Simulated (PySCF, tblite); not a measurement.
# Cl₂Ge₂H₄O, a small molecule taken as a stand-in for a surface group (Ge site with back bonds [GeH3], O, Cl): NMR shifts, core binding energies and electronic excitations

Wanted: the NMR shifts, core binding energies and electronic excitations for `[OH][Ge]([Cl])([Cl])[GeH3]`.

Programs: tblite 0.8.0 and PySCF 2.14.0. All values are calculated, for the isolated system unless a continuum is named. Atoms count from 0, parts from 1.

### 1 The system as given

9 atoms, charge 0, multiplicity 1; geometry: distance geometry start.

### 2 Geometry optimisation with GFN2-xTB

The job: settings as JSON, then the geometry in Å.

```
{"job": {"kind": "relax", "xc": "GFN2-xTB", "basis": "xTB"}, "charge": 0, "multiplicity": 1}
Ge    -0.708453    -0.327552     0.204693
Ge     0.204821     1.777250    -0.416027
O     -0.451480    -1.564333    -1.169374
Cl    -2.881935    -0.150746     0.603334
Cl     0.307212    -1.057273     2.059524
H     -0.551939     2.326635    -1.631307
H      0.045814     2.767919     0.732320
H      1.664914     1.643065    -0.755769
H      0.264855    -1.505574    -1.860255
```

Level: GFN2-xTB geometry optimisation, gas phase.

Launch:

```console
> OMP_NUM_THREADS=1 python cluster_run.py task.json out
```

One launch serves the whole session: the jobs run in the order shown.

The program printed:

```text
step      E/eV     max force
  0    -522.12728    1.736
  1    -522.20812    0.930
  2    -522.29229    1.319
  3    -522.34206    0.783
  4    -522.37870    0.903
  5    -522.41775    0.615
  6    -522.43221    0.301
  7    -522.43884    0.370
  8    -522.44636    0.301
  9    -522.45361    0.336
 10    -522.45988    0.260
 11    -522.46513    0.225
 12    -522.46909    0.239
 13    -522.47179    0.178
 14    -522.47369    0.112
 15    -522.47505    0.125
 16    -522.47638    0.108
 17    -522.47771    0.111
 18    -522.47858    0.075
 19    -522.47906    0.069
 20    -522.47951    0.085
 21    -522.48025    0.116
 22    -522.48153    0.158
 23    -522.48321    0.190
 24    -522.48485    0.136
 25    -522.48595    0.069
 26    -522.48653    0.087
 27    -522.48748    0.128
 28    -522.48896    0.170
 29    -522.49176    0.158
 30    -522.49453    0.115
 31    -522.49473    0.306
 32    -522.49528    0.123
 33    -522.49605    0.055
 34    -522.49650    0.091
 35    -522.49783    0.232
 36    -522.49873    0.135
 37    -522.49997    0.081
 38    -522.50040    0.039
 39    -522.50049    0.075
 40    -522.50059    0.032
 41    -522.50065    0.035
 42    -522.50100    0.054
 43    -522.50128    0.064
 44    -522.50162    0.053
 45    -522.50178    0.038
 46    -522.50193    0.034
 47    -522.50208    0.037
 48    -522.50239    0.049
 49    -522.50291    0.058
 50    -522.50354    0.060
 51    -522.50377    0.098
 52    -522.50399    0.086
 53    -522.50411    0.030
 54    -522.50417    0.026
 55    -522.50426    0.053
 56    -522.50439    0.072
 57    -522.50459    0.089
 58    -522.50478    0.076
 59    -522.50491    0.044
 60    -522.50495    0.024
 61    -522.50496    0.018
 62    -522.50498    0.015
 63    -522.50500    0.015
 64    -522.50505    0.018
 65    -522.50511    0.017
 66    -522.50515    0.019
 67    -522.50516    0.010
 68    -522.50517    0.020
 69    -522.50518    0.016
 70    -522.50525    0.012
 71    -522.50533    0.014
 72    -522.50511    0.221
 73    -522.50544    0.026
 74    -522.50551    0.016
 75    -522.48240    1.402
 76    -522.50554    0.012
 77    -522.50555    0.012
 78    -522.50567    0.069
 79    -522.50570    0.045
 80    -522.50579    0.044
 81    -522.50587    0.191
 82    -522.50604    0.057
 83    -522.50620    0.066
 84    -522.48899    1.295
 85    -522.50641    0.025
 86    -522.50651    0.022
 87    -522.49824    0.930
 88    -522.50667    0.022
 89    -522.50683    0.022
 90    -522.49582    0.892
 91    -522.50714    0.069
 92    -522.50737    0.110
 93    -522.50376    0.765
 94    -522.50774    0.108
 95    -522.50799    0.122
 96    -522.47638    1.702
 97    -522.50830    0.102
 98    -522.50859    0.096
 99    -522.48486    1.578
100    -522.50915    0.071
101    -522.50967    0.066
102    -522.46288    1.735
103    -522.50975    0.079
104    -522.51030    0.097
105    -522.46722    1.958
106    -522.51086    0.097
107    -522.51139    0.106
108    -522.48002    1.787
109    -522.51218    0.105
110    -522.51289    0.122
111    -522.48186    1.788
112    -522.51377    0.131
113    -522.51454    0.155
114    -522.48037    1.850
115    -522.51548    0.169
116    -522.51627    0.195
117    -522.47978    1.900
118    -522.51732    0.208
119    -522.51817    0.232
120    -522.48649    1.825
121    -522.51947    0.241
122    -522.52048    0.266
123    -522.50347    1.520
124    -522.52230    0.278
125    -522.52351    0.308
126    -522.51878    1.133
127    -522.52609    0.336
128    -522.52739    0.365
129    -522.52837    0.844
130    -522.53167    0.378
131    -522.53350    0.312
132    -522.53997    0.450
133    -522.54347    0.124
134    -522.54503    0.456
135    -522.54703    0.044
136    -522.54791    0.046
137    -522.54830    0.231
138    -522.54893    0.046
139    -522.54917    0.044
140    -522.54961    0.031
141    -522.54978    0.041
142    -522.54997    0.057
143    -522.55013    0.050
144    -522.55024    0.020
145    -522.55029    0.022
146    -522.55033    0.034
147    -522.55039    0.037
148    -522.55044    0.027
149    -522.55049    0.023
150    -522.55053    0.019
151    -522.55056    0.023
152    -522.55058    0.016
153    -522.55060    0.014
154    -522.55062    0.014
155    -522.55065    0.029
156    -522.55070    0.040
157    -522.55074    0.034
158    -522.55077    0.016
159    -522.55079    0.012
160    -522.55081    0.020
161    -522.55083    0.023
162    -522.55085    0.018
163    -522.55087    0.010
164    -522.55087    0.006
```

Run time: 2.6 s. Hardware: 1 thread of AMD EPYC 7R43, shared host.

Relaxation path: (the energy doesn't fall at every step)

```csv
step,energy from step 0 (eV),largest force (eV/Å)
0,0.0000,1.7363
6,-0.3049,0.3006
12,-0.3418,0.2399
18,-0.3513,0.0743
24,-0.3576,0.1357
30,-0.3673,0.1146
36,-0.3714,0.1348
42,-0.3737,0.0543
48,-0.3751,0.0494
54,-0.3769,0.0262
60,-0.3777,0.0239
66,-0.3779,0.0185
72,-0.3778,0.2205
78,-0.3784,0.0698
84,-0.3617,1.2951
90,-0.3685,0.8925
96,-0.3491,1.7022
102,-0.3356,1.7343
108,-0.3527,1.7868
114,-0.3531,1.8496
120,-0.3592,1.8255
126,-0.3915,1.1331
132,-0.4127,0.4495
138,-0.4216,0.0462
144,-0.4230,0.0203
150,-0.4232,0.0189
156,-0.4234,0.0399
162,-0.4236,0.0182
164,-0.4236,0.0062
```

Distances of close pairs at the start and the end, largest changes first:

```csv
bond,before (Å),after (Å),change (Å)
Ge0–O2,1.866,1.759,-0.107
Ge0–Cl4,2.237,2.137,-0.100
Ge0–Cl3,2.217,2.137,-0.080
O2–H8,0.997,0.956,-0.041
Ge1–H5,1.533,1.497,-0.037
Ge0–Ge1,2.377,2.410,+0.033
Ge1–H6,1.525,1.500,-0.025
Ge1–H7,1.505,1.496,-0.009
```

### 3 Optimising the geometry at PBE0-D3(BJ)/def2-SVP

The job: settings as JSON, then the geometry in Å.

```
{"job": {"xc": "PBE0", "basis": "def2-SVP", "d3": "d3bj", "grid": 2, "kind": "geom", "shake": 0.01}, "charge": 0, "multiplicity": 1}
Ge    -0.310777    -0.725220     0.411220
Ge     0.400826     1.517142    -0.170572
O      0.078451    -1.621797    -1.038142
Cl    -2.393785    -0.990555     0.701571
Cl     0.636140    -1.671293     2.037804
H     -0.418792     2.064009    -1.300908
H      0.287801     2.460696     0.992575
H      1.859396     1.493507    -0.587606
H     -0.095012    -2.549636    -1.054490
```

The program printed:

```text
step   0  E = -5150.38640163  max force = 0.020901
step   1  E = -5150.39129890  max force = 0.005994
step   2  E = -5150.39179622  max force = 0.002246
step   3  E = -5150.39186932  max force = 0.000471
step   4  E = -5150.39188975  max force = 0.000646
step   5  E = -5150.39190488  max force = 0.000721
step   6  E = -5150.39191279  max force = 0.000303
optimisation converged
```

Wall time 77 s (1 thread of AMD EPYC 7R43, shared host); peak memory 0.69 GiB.

Relaxation path:

```csv
step,energy from step 0 (eV),largest force component (eV/Å)
0,0.0000,1.0748
1,-0.1333,0.3082
2,-0.1468,0.1155
3,-0.1488,0.0242
4,-0.1493,0.0332
5,-0.1498,0.0371
6,-0.1500,0.0156
```

Distances of close pairs at the start and the end, largest changes first:

```csv
bond,before (Å),after (Å),change (Å)
Ge0–Cl4,2.107,2.163,+0.057
Ge0–Cl3,2.120,2.164,+0.044
Ge1–H5,1.499,1.534,+0.035
Ge1–H6,1.502,1.534,+0.032
O2–H8,0.944,0.965,+0.021
Ge1–H7,1.517,1.534,+0.017
Ge0–O2,1.748,1.762,+0.014
Ge0–Ge1,2.423,2.412,-0.012
```

The end geometry stands in the next job.

```csv
at the end point,value
point group (found at 0.08 Å tolerance),C1
"rotational constants (GHz, main isotopes)","1.602, 0.893, 0.752"
dipole moment (D),1.43
```

### 4 Shielding tensors: PBE0/pcSseg-2

The job: settings as JSON, then the geometry in Å.

```
{"job": {"kind": "nmr", "xc": "PBE0", "basis": "pcSseg-2"}, "charge": 0, "multiplicity": 1}
Ge    -0.268617    -0.729701     0.262659
Ge     0.406124     1.551171    -0.134520
O      0.112081    -1.724650    -1.141069
Cl    -2.389394    -0.884052     0.661894
Cl     0.711465    -1.586650     1.990098
H     -0.447950     2.114756    -1.277525
H      0.157618     2.327017     1.165149
H      1.895742     1.560994    -0.500670
H     -0.133671    -2.652092    -1.034220
```

Method: GIAO PBE0/pcSseg-2 NMR shielding, non-relativistic, gas phase.

The program printed:

```text
coarse grid: 42536 points
cycle   1  E = -5151.2001445999  dE = -9.827e-01  |g| = 1.659e+00  |ddm| = 2.306e+00
cycle   2  E = -5150.7997792082  dE =  4.004e-01  |g| = 2.306e+00  |ddm| = 1.480e+00
cycle   3  E = -5151.3965673301  dE = -5.968e-01  |g| = 3.555e-01  |ddm| = 1.088e+00
cycle   4  E = -5151.4172026493  dE = -2.064e-02  |g| = 1.533e-01  |ddm| = 2.337e-01
cycle   5  E = -5151.4201705375  dE = -2.968e-03  |g| = 2.096e-02  |ddm| = 7.116e-02
cycle   6  E = -5151.4202545975  dE = -8.406e-05  |g| = 7.989e-03  |ddm| = 2.241e-02
cycle   7  E = -5151.4202679060  dE = -1.331e-05  |g| = 2.471e-03  |ddm| = 6.580e-03
cycle   8  E = -5151.4202685286  dE = -6.227e-07  |g| = 5.339e-04  |ddm| = 1.279e-03
final grid: 82264 points
cycle   9  E = -5151.4202463254  dE = -5.902e-08  |g| = 7.154e-04  |ddm| = 1.181e-03
cycle  10  E = -5151.4202462174  dE =  1.080e-07  |g| = 1.095e-03  |ddm| = 7.293e-04
cycle  11  E = -5151.4202463852  dE = -1.678e-07  |g| = 1.211e-04  |ddm| = 4.825e-04
cycle  12  E = -5151.4202463870  dE = -1.888e-09  |g| = 1.012e-05  |ddm| = 4.824e-05
cycle  13  E = -5151.4202463871  dE = -2.001e-11  |g| = 4.694e-06  |ddm| = 9.163e-06
converged SCF energy = -5151.4202463871

GIAO shielding tensors (ppm)
atom      isotropic    diamagn.    paramagn.     s11        s22        s33       span
  0 Ge    1232.404    2756.497   -1524.092   1192.639   1239.494   1265.080     72.441
  1 Ge    1631.918    2754.849   -1122.932   1617.053   1627.459   1651.241     34.187
  2 O      227.123     382.170    -155.047    171.920    241.328    268.121     96.201
  3 Cl     783.482    1148.326    -364.844    633.014    723.068    994.365    361.351
  4 Cl     784.340    1148.319    -363.978    633.534    724.801    994.686    361.152
  5 H       27.199      27.696      -0.497     20.385     22.545     38.668     18.282
  6 H       27.300      27.670      -0.371     20.691     22.954     38.254     17.563
  7 H       27.185      27.688      -0.502     20.400     22.446     38.709     18.308
  8 H       28.999      30.055      -1.056     21.331     24.072     41.593     20.262
```

Wall time 56 s (1 thread of AMD EPYC 7R43, shared host); peak memory 1.4 GiB.

The references, computed at this level on geometries of the same kind, shield at (ppm): $^{1}$H TMS 31.25, $^{17}$O H2O 328.2, $^{73}$Ge GeMe4 1337, $^{35}$Cl HCl 941. Their shielding less the atom's gives the shift. The references are single molecules in the gas phase, so shifts against H2O, NH3, PH3, H3PO4 or CFCl3 are not on the usual liquid scales and can be off by tens of ppm.

```csv
atoms,environment,σ (ppm),δ (ppm)
H7,hydrogen on a germanium bonded to Ge,27.19,4.06
H5,hydrogen on a germanium bonded to Ge,27.20,4.05
H6,hydrogen on a germanium bonded to Ge,27.30,3.95
H8,hydrogen on an oxygen bonded to Ge,29.00,2.25
Ge0,"germanium bonded to 2 Cl, Ge, O",1232,105
Ge1,"germanium bonded to Ge, 3 H",1632,-295
O2,"oxygen bonded to Ge, H",227.1,101.0
Cl3,chlorine bonded to Ge,783,157
Cl4,chlorine bonded to Ge,784,157
```

Charges from the same density, by scheme (e):

```csv
atoms,Mulliken,IAO,Hirshfeld,ESP fit
Ge0,0.58,0.94,0.38,0.32
Ge1,0.28,0.23,0.24,0.16
O2,-0.49,-0.75,-0.32,-0.54
Cl3,-0.24,-0.32,-0.16,-0.16
Cl4,-0.24,-0.32,-0.16,-0.16
```

Mayer bond orders: Ge0–Ge1 0.86, Ge0–O2 1.04, Ge0–Cl3 1.03, Ge0–Cl4 1.03.

### 5 Core holes by ΔSCF: SCAN, X2C

Same as in step 4 but for these lines:

```diff
@@ -1,2 +1,2 @@
-{"job": {"kind": "nmr", "xc": "PBE0", "basis": "pcSseg-2"}, "charge": 0, "multiplicity": 1}
+{"job": {"kind": "xps", "holes": 5}, "charge": 0, "multiplicity": 1}
 Ge    -0.268617    -0.729701     0.262659
```

With the program's defaults for keys left out, this is: delta-SCF UKS SCAN, pcX-2 on the ionised atom, pcseg-1 elsewhere, spin-free X2C.

The program printed:

```text
ground state, core basis on atom 2 (O), 155 functions
  cycle   1  E = -5188.54366485  |g| = 9.00e-01
  cycle   2  E = -5187.74826508  |g| = 2.12e+00
  cycle   3  E = -5188.67674806  |g| = 2.86e-01
  cycle   4  E = -5188.69564851  |g| = 1.38e-01
  cycle   5  E = -5188.70122645  |g| = 3.34e-02
  cycle   6  E = -5188.70153353  |g| = 7.71e-03
  cycle   7  E = -5188.70154845  |g| = 2.79e-03
  cycle   8  E = -5188.70155534  |g| = 6.87e-04
  cycle   9  E = -5188.70155356  |g| = 1.35e-04
  E(ground) = -5188.97455028 Eh
hole in O 1s of atom 2
  cycle   1  E = -5168.07331151  |g| = 2.22e+00
  cycle   2  E = -5167.20112202  |g| = 2.36e+00
  cycle   3  E = -5168.75035039  |g| = 5.54e-01
  cycle   4  E = -5168.78657696  |g| = 4.40e-01
  cycle   5  E = -5168.90696226  |g| = 8.26e-02
  cycle   6  E = -5168.91029190  |g| = 2.30e-02
  cycle   7  E = -5168.91063955  |g| = 4.87e-03
  cycle   8  E = -5168.91065394  |g| = 1.14e-03
  cycle   9  E = -5168.91065596  |g| = 8.51e-04
  cycle  10  E = -5168.91065665  |g| = 3.44e-04
  E(ion) = -5169.18391616 Eh   <S^2> = 0.7631   hole on atom = 1.000   binding energy = 538.531 eV
ground state, core basis on atom 3 (Cl), 166 functions
  cycle   1  E = -5188.85272643  |g| = 4.92e-01
  cycle   2  E = -5188.84875554  |g| = 1.70e-01
  cycle   3  E = -5188.83699635  |g| = 2.93e-01
  cycle   4  E = -5188.85416758  |g| = 1.61e-02
  cycle   5  E = -5188.85421312  |g| = 7.04e-03
  cycle   6  E = -5188.85422656  |g| = 1.21e-03
  cycle   7  E = -5188.85423208  |g| = 3.94e-04
  E(ground) = -5189.11327747 Eh
hole in Cl 2p of atom 3
  cycle   1  E = -5180.78701546  |g| = 1.70e+00
  cycle   2  E = -5180.73903493  |g| = 1.30e+00
  cycle   3  E = -5181.16989561  |g| = 4.18e-01
  cycle   4  E = -5181.23934048  |g| = 2.55e-01
  cycle   5  E = -5181.26145930  |g| = 9.44e-02
  cycle   6  E = -5181.26583936  |g| = 3.32e-02
  cycle   7  E = -5181.26643572  |g| = 9.13e-03
  cycle   8  E = -5181.26649089  |g| = 1.99e-03
  cycle   9  E = -5181.26649496  |g| = 3.08e-04
  E(ion) = -5181.53484680 Eh   <S^2> = 0.7523   hole on atom = 1.001   binding energy = 206.220 eV
  2p3/2 = 205.637 eV   2p1/2 = 207.290 eV
ground state, core basis on atom 4 (Cl), 166 functions
  cycle   1  E = -5188.85370845  |g| = 4.85e-01
  cycle   2  E = -5188.85382906  |g| = 4.86e-02
  cycle   3  E = -5188.85365849  |g| = 4.45e-02
  cycle   4  E = -5188.85407760  |g| = 1.13e-02
  cycle   5  E = -5188.85412396  |g| = 2.45e-03
  cycle   6  E = -5188.85412783  |g| = 7.82e-04
  cycle   7  E = -5188.85412958  |g| = 1.47e-04
  E(ground) = -5189.11331369 Eh
hole in Cl 2p of atom 4
  cycle   1  E = -5180.78633756  |g| = 1.71e+00
  cycle   2  E = -5180.73650746  |g| = 1.30e+00
  cycle   3  E = -5181.16933766  |g| = 4.18e-01
  cycle   4  E = -5181.23915346  |g| = 2.55e-01
  cycle   5  E = -5181.26134394  |g| = 9.51e-02
  cycle   6  E = -5181.26578511  |g| = 3.34e-02
  cycle   7  E = -5181.26638752  |g| = 9.22e-03
  cycle   8  E = -5181.26644001  |g| = 1.98e-03
  cycle   9  E = -5181.26644331  |g| = 2.80e-04
  E(ion) = -5181.53485659 Eh   <S^2> = 0.7523   hole on atom = 1.001   binding energy = 206.220 eV
  2p3/2 = 205.635 eV   2p1/2 = 207.289 eV
```

It took 17 s on 1 thread of AMD EPYC 7R43, shared host; peak memory 0.57 GiB.

The holes in one table. −ε is the ground-state orbital energy:

```csv
hole,stands for,environment,ΔSCF (eV; 2p as the shell's mean),−ε (eV),⟨S²⟩
O1s on O2,O2,"oxygen bonded to Ge, H",538.53,517.3,0.763
Cl2p on Cl3,Cl3,chlorine bonded to Ge,206.19,193.5,0.752
Cl2p on Cl4,Cl4,chlorine bonded to Ge,206.19,193.5,0.752
```

With the spin-orbit splitting: Cl3 2p3/2 205.64, 2p1/2 207.29 eV; Cl4 2p3/2 205.64, 2p1/2 207.29 eV. The table gives each 2p level as the mean over the whole 2p shell (two parts 2p3/2, one part 2p1/2), which differs a little from the single hole in the log.

### 6 Excited states and response: CAM-B3LYP/def2-SVPD

Same as in step 5 but for these lines:

```diff
@@ -1,2 +1,2 @@
-{"job": {"kind": "xps", "holes": 5}, "charge": 0, "multiplicity": 1}
+{"job": {"kind": "uv", "xc": "CAM-B3LYP", "basis": "def2-SVPD", "nstates": 6, "ntriplets": 2, "ip": true}, "charge": 0, "multiplicity": 1}
 Ge    -0.268617    -0.729701     0.262659
```

Method: TDDFT CAM-B3LYP/def2-SVPD, vertical, gas phase, core orbitals frozen in the response.

The program printed:

```text
coarse grid: 42536 points
cycle   1  E = -5151.3899275861  dE = -8.823e-01  |g| = 9.425e-01  |ddm| = 3.442e+00
cycle   2  E = -5151.2697787717  dE =  1.201e-01  |g| = 1.284e+00  |ddm| = 2.304e+00
cycle   3  E = -5151.5491649942  dE = -2.794e-01  |g| = 1.334e-01  |ddm| = 1.284e+00
cycle   4  E = -5151.5525078149  dE = -3.343e-03  |g| = 4.143e-02  |ddm| = 1.785e-01
cycle   5  E = -5151.5528220623  dE = -3.142e-04  |g| = 7.331e-03  |ddm| = 4.745e-02
cycle   6  E = -5151.5528361041  dE = -1.404e-05  |g| = 3.081e-03  |ddm| = 1.567e-02
cycle   7  E = -5151.5528379353  dE = -1.831e-06  |g| = 7.533e-04  |ddm| = 4.488e-03
final grid: 82264 points
cycle   8  E = -5151.5527980339  dE = -1.559e-07  |g| = 6.482e-04  |ddm| = 2.036e-03
cycle   9  E = -5151.5527980480  dE = -1.415e-08  |g| = 6.414e-04  |ddm| = 9.883e-04
cycle  10  E = -5151.5527980858  dE = -3.780e-08  |g| = 3.465e-05  |ddm| = 4.540e-04
cycle  11  E = -5151.5527980865  dE = -6.457e-10  |g| = 1.501e-05  |ddm| = 9.343e-05
converged SCF energy = -5151.5527980865

Static polarisability (au): isotropic 95.269, principal 83.359 95.597 106.850

Singlet excitations
state   eV       nm        f      main configurations
  1   6.6425    186.7   0.33100   H->L 0.87
  2   6.7207    184.5   0.00496   H-1->L 0.85
  3   6.9098    179.4   0.00114   H-2->L 0.76, H->L+2 0.11
  4   7.2180    171.8   0.02857   H-3->L 0.72
  5   7.5200    164.9   0.05158   H->L+1 0.72
  6   7.5325    164.6   0.00806   H->L+2 0.49, H-4->L 0.22, H-2->L+1 0.08

Triplet excitations (Tamm-Dancoff, eV): 5.7536 6.2606
Vertical ionisation energy (delta-SCF) = 10.7841 eV
Vertical electron affinity (delta-SCF) = -0.2093 eV
```

Wall time 2.5 min (1 thread of AMD EPYC 7R43, shared host); peak memory 1 GiB.

The orbitals next to the gap, with their largest atomic shares:

```csv
orbital,eV,atoms
HOMO−3,-10.94,"Cl4 38 %, Cl3 38 %, O2 15 %"
HOMO−2,-10.69,"Cl3 39 %, Cl4 39 %, O2 15 %"
HOMO−1,-10.46,"Cl3 46 %, Cl4 45 %, O2 8 %"
HOMO,-10.00,"Cl3 24 %, Cl4 23 %, Ge1 22 %"
LUMO,-0.39,"Ge1 23 %, Ge0 19 %, Cl4 17 %"
LUMO+1,0.46,"Ge0 25 %, Ge1 22 %, O2 16 %"
LUMO+2,0.65,"Ge1 27 %, Ge0 24 %, Cl4 14 %"
```

With each of the 6 states as a Gaussian band of 0.4 eV half-width at 1/e, the curve within the window shown has maxima at 186 nm (ε 14,000) L/(mol cm). Beyond the last state computed it falls off for lack of states. The curve at chosen wavelengths:

| nm | ε (L/mol/cm) |
| --- | --- |
| 158 | 1432 |
| 160 | 2045 |
| 162 | 2625 |
| 164 | 3082 |
| 165 | 3254 |
| 167 | 3507 |
| 169 | 3743 |
| 171 | 4136 |
| 173 | 4865 |
| 175 | 6042 |
| 176 | 6800 |
| 178 | 8570 |
| 180 | 10467 |
| 182 | 12169 |
| 184 | 13353 |
| 186 | 13797 |
| 187 | 13713 |
| 189 | 12967 |
| 191 | 11590 |
| 193 | 9821 |
| 195 | 7912 |
| 197 | 6078 |
| 198 | 5238 |
| 200 | 3767 |
| 202 | 2601 |
| 204 | 1729 |

Further results of this job:

```csv
property,computed
dipole moment (D),1.75
polarisability (Å³),14.12
HOMO–LUMO gap (eV),9.61
−ε(HOMO) (eV),10.00
```

### 7 Outcome

```
                                      quantity                                             value
                                   point group                                                C1
          rotational constants (main isotopes)                              1.60, 0.89, 0.75 GHz
    $^{1}$H shifts against TMS (PBE0/pcSseg-2)                        4.06, 4.05, 3.95, 2.25 ppm
$^{73}$Ge shifts against GeMe4 (PBE0/pcSseg-2)                                     105, -295 ppm
   $^{17}$O shifts against H2O (PBE0/pcSseg-2)                                         101.0 ppm
  $^{35}$Cl shifts against HCl (PBE0/pcSseg-2)                                      157, 157 ppm
             Cl2p binding energies, SCAN/pcX-2                         Cl3 206.19, Cl4 206.19 eV
              O1s binding energies, SCAN/pcX-2                                      O2 538.53 eV
          lowest singlet (CAM-B3LYP/def2-SVPD)                       6.64 eV (187 nm), f = 0.331
                                lowest triplet                                           5.75 eV
             vertical ionisation energy (ΔSCF)                                          10.78 eV
             vertical electron affinity (ΔSCF)  -0.21 eV (unbound: the value hangs on the basis)
```

In words: The start of the PBE0/def2-SVP relaxation was shaken at random by about 0.01 Å, so part of the energy gained, and of the first lengths quoted, undoes that. Over 6 steps the energy fell by 0.150 eV; of the close pairs, Ge0–Cl4 changed most, 2.107 to 2.163 Å (PBE0/def2-SVP). No frequency check was run at this level, so the end point may be a saddle. Hydrogens of an XH3 group are listed apart at this fixed geometry; free rotation makes them one line at their mean. At SCAN/pcX-2: the Cl2p levels computed lie within 0.00 eV of one another, too close to rank. The first singlet state (HOMO→LUMO 0.87) lies at 6.64 eV and is bright. The lowest triplet lies 0.89 eV below the lowest singlet (triplets in Tamm-Dancoff, singlets in full TDDFT). The orbital energy would give 10.00 eV for ionisation, ΔSCF gives 10.78 eV. Spin-orbit coupling is left out, which matters for shieldings and couplings at and beside the heavy atoms.
